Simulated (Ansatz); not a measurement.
This script makes a check of PAW against all-electron LAPW of Zr3Ag, space group Pm-3m with the Ansatz DFT code, driven from Python.

Script `zr3ag.py`:
```python
# -*- coding: utf-8 -*-
"""Checking the PAW result for Zr3Ag with LAPW."""

from dataclasses import dataclass
import logging
import sys

import ansatz as az
import numpy as np

logging.basicConfig(stream=sys.stdout, format="[%(levelname)s] %(message)s")
logger = logging.getLogger("calc")
logger.setLevel(logging.INFO)


@dataclass(frozen=True)
class Settings:
    kmesh: tuple[int, ...] = (5, 5, 5)
    xc: str = "lda"


opts = Settings()


def count_gap(report):
    # lowest empty less highest filled band, counting bands; zero where they overlap
    return max(report.get("gap_by_band_count_ev") or 0.0, 0.0)


def main():
    system = (
        az.Lattice.of([4.416495, 0.0, 0.0], [0.0, 4.416495, 0.0], [0.0, 0.0, 4.416495])
        .atom("Zr", [0.5, 0.5, 0.0])
        .atom("Zr", [0.0, 0.5, 0.5])
        .atom("Zr", [0.5, 0.0, 0.5])
        .atom("Ag", [0.0, 0.0, 0.0])
    )

    base = (
        system.calculation()
        .kpoints(*opts.kmesh)
        .functional(opts.xc)
        .occupations(az.OccupationsMethod.FERMI_DIRAC, width=150 * az.meV)
        .stress()
        .forces()
        .band_table()
    )
    variants = {
        "PAW": base.pseudopotentials("paw"),
        "LAPW": base.pseudopotentials("all_electron", lapw=True),
    }
    # totals differ by the cores that each treatment holds, so compare what does not depend on them
    rows = []
    for label, variant in variants.items():
        r = variant.run(threads=1, backend="cpu").report
        levels = np.array(r["eigenvalues_ev"][0]) - r["fermi_energy_ev"]
        print(label, "levels at the first k-point near E_F:", np.round(levels[np.abs(levels) < 5], 3))
        rows.append((label, r["n_electrons"], np.trace(r["stress_gpa"]) / 3, count_gap(r)))
    logger.info("     treatment  electrons in bands           P GPa  gap by band count eV")
    for row in rows:
        logger.info(f"{str(row[0]):>14s}  {row[1]:18.1f}  {row[2]:14.3f}  {row[3]:20.3f}")


if __name__ == "__main__":
    main()
```

How well do the two treatments of the cores agree on the pressure?

PAW gives -7.699 GPa and LAPW -7.688 GPa, 0.011 GPa apart. They took 2.0 and 18.6 s of processor time.

What the script printed:

```console
$ python zr3ag.py
DeckWarning: basis.ecutwfc = 420 eV, auto-derived from the records' recommended cutoffs: set by Zr (normal level)
PAW levels at the first k-point near E_F: [-4.853 -4.853 -4.853 -3.411 -0.911 -0.911 -0.911 -0.411 -0.411  2.686
  2.686  2.686  3.139  3.139  3.139]
LAPW levels at the first k-point near E_F: [-4.855 -4.855 -4.855 -3.411 -0.91  -0.91  -0.91  -0.41  -0.41   2.685
  2.685  2.685  3.141  3.141  3.141  4.484  4.484]
[INFO]      treatment  electrons in bands           P GPa  gap by band count eV
[INFO]            PAW                55.0          -7.699                 0.000
[INFO]           LAPW               103.0          -7.688                 0.000
```
(Warnings from the package without file and line.)

Reading the output:
- The computed bands are complete only to about 2.6 eV above the Fermi level.
- For a metal this k-point mesh is coarse: on a finer one energies can move by several to tens of meV an atom and pressures by half a GPa or more, differences at one mesh by less.
- A Fermi-Dirac width this large means warm electrons, whose thermal share enters the free energy.
- A gap by band count of zero or less means overlapping bands, a metal, and at an odd count of electrons it is no gap at all.
- At these settings the cell as given stands under about -8 GPa, so it isn't at this functional's equilibrium volume.
- This cell is a computed structure, which may not be the phase found in nature.
- Levels are Kohn-Sham eigenvalues on this mesh, without spin-orbit coupling.
- Pressure is positive in compression; the treatments may keep other shells as core, so totals and counts of electrons can differ.
- Run time: 22 s on 1 thread of Intel(R) Xeon(R) Platinum 8488C (Sapphire Rapids) (shared host), peak memory 0.59 GiB.

(Lines on the test bed's own set-up are left out of the output.)
